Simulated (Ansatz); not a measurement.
# CHBrFI: basis-set convergence

How large a basis does CHBrFI need? Two functionals are run in growing sets.

Program: Ansatz 0.2.0, Gaussian basis. Level of theory: one geometry, several basis sets. These are calculated values, not measurements.

Levels to be run: PBE0-D4/def2-SVP; ωB97M-V/def2-SVP; PBE0-D4/def2-QZVPP; ωB97M-V/def2-QZVPP; the functionals' def2-TZVPP values are taken from earlier runs.

### 1 The geometry

An earlier PBE0-D4 in a triple-zeta def2 set relaxation fixed the geometry. I takes the def2 core potential; no spin-orbit term is included.

SMILES `FC(Br)I`, 5 atoms, charge 0, spin multiplicity 1.

Atoms are counted from 1 here; the program's logs count them from 0.

Bond lengths: F1–C2 1.340 Å, C2–Br3 1.925 Å, C2–I4 2.140 Å, C2–H5 1.087 Å. Angles: F1–C2–Br3 109.7°, F1–C2–I4 109.8°, F1–C2–H5 110.0°, Br3–C2–I4 112.6°, Br3–C2–H5 107.5°, I4–C2–H5 107.2°.

### 2 PBE0-D4 in def2-SVP

Contents of in.yaml:

```yaml
crystal:
  periodic: [false, false, false]
  atoms:
    - {symbol: F, position_ang: [0.513587, 0.869509, -1.013353]}
    - {symbol: C, position_ang: [0.025248, 0.160530, 0.013934]}
    - {symbol: Br, position_ang: [1.455591, -0.786425, 0.888457]}
    - {symbol: I, position_ang: [-1.523746, -1.144380, -0.677475]}
    - {symbol: H, position_ang: [-0.420781, 0.827166, 0.747038]}
basis:
  gaussian: {orbitals: def2-SVP}
hamiltonian: {xc: pbe0, dispersion: d4}
output: {orbitals: {seedname: orbitals}}
```

The runs that follow: ωB97M-V in def2-SVP; PBE0-D4 in def2-QZVPP; ωB97M-V in def2-QZVPP.

Q: Predict the results of all the runs planned. Wanted: PBE0-D4: double and triple zeta above quadruple; ωB97M-V: double and triple zeta above quadruple.

As calculated:

| quantity | value |
| --- | --- |
| PBE0-D4: double and triple zeta above quadruple | 15.08, 1.66 eV |
| ωB97M-V: double and triple zeta above quadruple | 15.11, 1.60 eV |

In words: For PBE0-D4 the step from double to triple zeta gains 13.42 eV and the next only 1.66 eV. These are total energies; as a rule much of such shifts cancels in differences, which this series doesn't test.
